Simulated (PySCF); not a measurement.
# C2F6NO4S2: the cost of one run

Programs: PySCF 2.14.0, with density-fitted response routines of our own. Each step states its level of theory. These are calculated values for one molecule in the gas phase, unless marked as measured. Atoms are numbered from 0 throughout.

## (1) The molecule as given

15 atoms, charge -1, multiplicity 1; geometry from: GFN2-xTB.

Bonds of the start (Å): O0–S1 1.43, S1–O2 1.43, S1–N3 1.58, N3–S4 1.58, S4–O5 1.43, S4–O6 1.43, S4–C7 1.91, C7–F8 1.33, C7–F9 1.34, C7–F10 1.35, S1–C11 1.91, C11–F12 1.33, C11–F13 1.35, C11–F14 1.34.

## (2) Geometry optimisation at PBE0-D3(BJ)/def2-SVP

Job settings and geometry (Å):

```
{"job": {"xc": "PBE0", "basis": "def2-SVP", "d3": "d3bj", "grid": 1, "kind": "geom"}, "charge": -1, "multiplicity": 1}
O     -0.269680     0.356020    -1.591000
S     -0.994480     0.814540    -0.444380
O     -1.848190     1.950080    -0.619090
N     -0.104380     0.960040     0.850670
S      0.930890    -0.224930     0.965810
O      0.392560    -1.495460     0.583340
O      1.655560    -0.163960     2.198660
C      2.265280     0.163810    -0.340860
F      2.261750    -0.654380    -1.387900
F      2.188880     1.421290    -0.784390
F      3.485350     0.042380     0.218020
C     -2.219350    -0.589670    -0.035750
F     -2.006140    -1.715780    -0.708170
F     -3.468430    -0.199250    -0.356750
F     -2.247990    -0.873220     1.269090
```

**Question.** How long does this first job take on 8 threads of Intel Xeon at 2.80GHz (Skylake/Cascade Lake), shared host?

About 3.8 min.
